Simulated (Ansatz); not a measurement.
# How MnHg converges under other mixers and occupations

Aim: run MnHg with the default SCF settings, then change one group of settings at a time and see what moves: the number of iterations, the state or the numbers. We look at MnHg: its deposited structure (space group Pm-3m), with 2 atoms per cell. Source: COD entry 1522376.

Computed with Ansatz 0.2.0 (DFT PBE, PAW, plane waves, scalar-relativistic, unless a step's input says otherwise).

6 further runs of the same task are left out: 5 that didn't finish, 1 set aside as unsound or not needed.

## 1. The system as given

Symmetry: Pm-3m, No. 221, cubic system. The conventional cell has a = 3.315 Å, b = 3.315 Å, c = 3.315 Å, α = 90.00°, β = 90.00°, γ = 90.00°. Mn (site symmetry m-3m) has 8 Hg at 2.87 Å as nearest neighbours. Hg (site symmetry m-3m) is surrounded by 8 Mn at 2.87 Å.

Structure file:

```
Mn Hg
1.0
     3.31500    0.00000    0.00000
     0.00000    3.31500    0.00000
     0.00000    0.00000    3.31500
Mn Hg
1 1
Direct
  0.50000 0.50000 0.50000
  0.00000 0.00000 0.00000
```

In tables a label like Hg2 counts atoms in the order of input.yaml; a structure file may count by element.

Changes shown after the default run: Broyden, β 0.5, preconditioner local Kerker; density-residual threshold 1e-11 eV; one k-point (Gamma), no switch to direct minimisation; Broyden, β 1.0, history 2, no preconditioner; 2 bands beyond the filled ones.

The search for lower states is off throughout, and inputs that name a mixer don't switch to direct minimisation unless they say so. Spin is collinear, with starting moments Mn1 4.50 μB. β is the mixing step of the charge; the magnetisation has a step of its own, which the program sets unless it is named.

## 2. Default SCF settings

input.yaml

```yaml
crystal:
  lattice:
    - [3.315, 0.0, 0.0]
    - [0.0, 3.315, 0.0]
    - [0.0, 0.0, 3.315]
  atoms:
    - { symbol: Mn, position: [0.5, 0.5, 0.5], spin: 4.5 }
    - { symbol: Hg, position: [0.0, 0.0, 0.0] }
magnetization:
  spin_polarized: true
hamiltonian:
  xc: pbe
  pseudopotentials: { kind: paw }
basis:
  ecutwfc: 420
kpoints:
  mp_grid: { grid: [9, 9, 9] }
scf:
  occupations: { method: fermi_dirac, width: 0.1 }
  lower_state_search: "off"
output:
  forces: true
  stress: true
  write_density: true
  write_potential: true
  elf: true
  volumetric_format: npy
```

Run with:

```sh
ansatz run input.yaml --threads 2 --pin off --max-ram 5120MiB --backend cpu --events-out ev --progress --plain --runs-dir out
```

The runs that follow: Broyden, β 0.5, preconditioner local Kerker; Density-residual threshold 1e-11 eV; One k-point (Gamma), no switch to direct minimisation; Broyden, β 1.0, history 2, no preconditioner; 2 bands beyond the filled ones.

Q: What does this run give, and which of the planned changes alter effort or result? Wanted: largest shift of the free energy by occupations, cutoff, mesh or field.

The runs gave:

| quantity | value |
| --- | --- |
| default run | 10 iterations, ferromagnetic, site moments Mn1 3.84 μB, total 3.85 μB per cell, no gap on the k-mesh |
| fewest iterations to that state among the runs shown | 10 (default SCF settings) |
| most iterations to it | 30 (Broyden, β 1.0, history 2, no preconditioner) |
| runs that end in another state, among changes of path alone | 0 |
| largest shift of the free energy by occupations, cutoff, mesh or field | -962 meV/atom (one k-point (Gamma), no switch to direct minimisation) |

In words: 4 runs solve the same problem and reach the default's state, in 10 to 30 iterations: there the settings change the path, not the answer. Occupations, cutoff, mesh and fields change the problem that is solved, not just the path; the largest shift here is that of “one k-point (Gamma), no switch to direct minimisation”. The cell holds one magnetic atom, so only a ferromagnet fits; an antiferromagnetic order, which needs a larger cell, may be the real ground state. Other settings tried on this cell gave no result: fixed occupations (input refused); 1 band beyond the filled ones (input refused); linear mixing, β 0.1, no preconditioner (not converged after 80 iterations, still settling); linear mixing, β 0.05, no preconditioner (not converged after 80 iterations, still settling). Counts include iterations that the program adds to test a close, so a difference of one or two ranks nothing. The starting density is a sum of atomic densities.
